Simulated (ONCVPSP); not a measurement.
# Pseudopotential generation for Sm: ONCV, Wu-Cohen

Task: generate the file, and judge it by its errors in other configurations, its logarithmic derivatives, its ghosts and its cutoff.

Program: ONCVPSP 4.0.1. Reference atom: Wu-Cohen, scalar-relativistic, spherical and spin-unpolarised. All values are calculated.

## 1. Starting point

Typed settings, in words:

- element: samarium (Sm, Z = 62)
- type: optimised norm-conserving Vanderbilt (ONCV)
- frozen core: [Kr] 4d10 4f5
- valence charge: 11
- reference configuration: 5s2 5p6 5d1 6s1.75 6p0.25
- partial waves: 5s+6s: rc 2.70 bohr, ncon 4, nbas 9, qcut 3.7 1/bohr, 2 projectors; 5p+6p: rc 2.55 bohr, ncon 4, nbas 9, qcut 5.8 1/bohr, 2 projectors; 5d: rc 2.95 bohr, ncon 4, nbas 9, qcut 6.1 1/bohr, 2 projectors, debl 2.3 Ha
- local potential: polynomial inside 2.25 bohr (lpopt 2, dvloc0 -1 Ha)
- core correction: Teter function fitted to the true core (icmod 2), fcfact 0.15

The nodes and maxima of the atom's own shells, from an earlier all-electron run, set the scale for the radii.

All-electron outer shells of the reference configuration (Wu-Cohen, scalar-relativistic, ld1.x):

```tsv
shell	level (eV)	outermost node (bohr)	outermost maximum (bohr)
4d	-135.70	0.28	0.58
5s	-47.05	0.68	1.25
5p	-26.31	0.73	1.42
4f	-8.30	–	0.61
6s	-4.21	1.66	3.48
5d	-3.02	0.83	2.01
6p	-1.46	1.99	4.59
```

## 2. The generation run

Contents of Sm.dat:

```
# ATOM AND REFERENCE CONFIGURATION
# atsym  z   nc   nv     iexc    psfile
  Sm 62.00   10    5  -118130      upf
#
#   n    l    f
    1    0    2.00
    2    0    2.00
    2    1    6.00
    3    0    2.00
    3    1    6.00
    3    2   10.00
    4    0    2.00
    4    1    6.00
    4    2   10.00
    4    3    5.00
    5    0    2.00
    5    1    6.00
    5    2    1.00
    6    0    1.75
    6    1    0.25
#
# PSEUDOPOTENTIAL AND OPTIMIZATION
# lmax
    2
#
#   l,   rc,      ep,       ncon, nbas, qcut
    0    2.70    0.00    4    9    3.70
    1    2.55    0.00    4    9    5.80
    2    2.95    0.00    4    9    6.10
#
# LOCAL POTENTIAL
# lloc, lpopt,  rc(5),   dvloc0
    4    2    2.25   -1.00
#
# VANDERBILT-KLEINMAN-BYLANDER PROJECTORs
# l, nproj, debl
    0    2    1.80
    1    2    1.90
    2    2    2.30
#
# MODEL CORE CHARGE
# icmod, fcfact, rcfact
    2    0.15    1.10
#
# LOG DERIVATIVE ANALYSIS
# epsh1, epsh2, depsh
   -3.00    5.00    0.02
#
# OUTPUT GRID
# rlmax, drl
    6.00    0.01
#
# TEST CONFIGURATIONS
# ncnf
    4
# nvcnf
#   n    l    f
    5
    5    0    2.00
    5    1    6.00
    5    2    1.00
    6    0    2.00
    6    1    0.00
#
    5
    5    0    2.00
    5    1    6.00
    5    2    1.00
    6    0    1.00
    6    1    0.00
#
    5
    5    0    2.00
    5    1    6.00
    5    2    1.00
    6    0    0.00
    6    1    0.00
#
    5
    5    0    2.00
    5    1    6.00
    5    2    1.00
    6    0    0.00
    6    1    1.00
#
```

Run with:

```
oncvpsp.x < Sm.dat > Sm.out
```

What does the calculation give? Wanted: cutoffs for 1 and 0.1 mHa per electron, occupied waves; bound ghosts; GHOST(+) flags; largest test error; largest phase difference near zero energy, channels read; rms error of d²Exc/dn², without and with the model core.

As calculated:

```
                                                quantity                              value
  cutoffs for 1 and 0.1 mHa per electron, occupied waves                   8.0 Ha and 10 Ha
                                            bound ghosts                    s at -158.54 eV
                                          GHOST(+) flags                 none at low energy
                            largest test error (AE − PS)  -4.7 meV, for 5s2 5p6 5d1 6s0 6p0
largest phase difference near zero energy, channels read                          0.024 rad
 rms error of d²Exc/dn², without and with the model core                  4.70 and 2.26 mHa
```

In words: A bound ghost (s) makes it unfit for use: electrons can fall into a state that the atom doesn't have. By total energies transferability is very good: the largest error is 4.7 meV on 17.5 eV, for 5s2 5p6 5d1 6s0 6p0. Atomic tests can pass in spite of a ghost, since they solve only for the levels asked. The potential is soft on the atom at that tolerance: the looser tolerance needs 8.0 Ha. At the looser tolerance the 5d wave is the slowest; 5p needs 6 Ha. Near zero energy the phases of the channels with partial waves agree within 0.024 rad. Note that the frozen 4f shell (-8 eV) lies higher than the valence 5s shell (-47 eV).
